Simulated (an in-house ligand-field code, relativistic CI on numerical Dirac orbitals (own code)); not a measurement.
**d6 to d9 in a ligand field: terms by electron count**

Which terms of d6 to d9 lie lowest for given Racah parameters and ligand field?

Method: parametric ligand-field model of a d^n configuration (Racah B and C, spin-orbit zeta, crystal field), exact diagonalisation. Code: an in-house ligand-field code version 1.

### 1 The system

| Quantity | Value |
| --- | --- |
| shell | d6 to d9 |
| set 1 (cm⁻¹) | d6: B = 400, C = 1810, Oh, 10Dq = 34400 |
| set 2 (cm⁻¹) | d7: B = 400, C = 1810, Oh, 10Dq = 34400 |
| set 3 (cm⁻¹) | d8: B = 400, C = 1810, Oh, 10Dq = 34400 |
| set 4 (cm⁻¹) | d9: B = 400, C = 1810, Oh, 10Dq = 34400 |

### 2 Set 1

Settings, as recorded:

```ini
n = 6
racah_B = 400  # cm-1
racah_C = 1810  # cm-1
zeta = 0  # cm-1
symmetry = Oh
field = {"10Dq": 34400}  # cm-1
```

Started as:

```console
python run_levels.py task.json out
```

One command runs all members of the session, one after another, from task.json.

### 3 Set 2

The settings differ from step 2 so:

```diff
@@ -1,2 +1,2 @@
-n = 6
+n = 7
 racah_B = 400  # cm-1
```

### 4 Set 3

The settings differ from step 3 so:

```diff
@@ -1,2 +1,2 @@
-n = 7
+n = 8
 racah_B = 400  # cm-1
```

### 5 Set 4

The settings differ from step 4 so:

```diff
@@ -1,2 +1,2 @@
-n = 8
+n = 9
 racah_B = 400  # cm-1
```

(Steps that only read results are left out.)

Before running it: what results should come out? Wanted: lowest terms; sets at their largest spin, of those that allow S over 1.

The runs gave:

| set | 10Dq/B (size) | lowest | S | electrons in z² and x²-y² | first level of the same spin (cm⁻¹) |
| --- | --- | --- | --- | --- | --- |
| 1: Oh, d6 | 86.0 | 1A1 | 0.00 | 0.01 | 1T1 32934 |
| 2: Oh, d7 | 86.0 | 2E | 0.50 | 1.01 | 2T1 32847 |
| 3: Oh, d8 | 86.0 | 3A2 | 1.00 | 2.00 | 3T2 34400 |
| 4: Oh, d9 | 86.0 | 2E | 0.50 | 3.00 | 2T2 34400 |

```
                                                quantity                         value
                                            lowest terms  1: 1A1, 2: 2E, 3: 3A2, 4: 2E
sets at their largest spin, of those that allow S over 1                          none
```

What this shows: 2 of 4 sets have the highest spin that their shell allows. B, C and the field are free parameters here, not those of a compound.
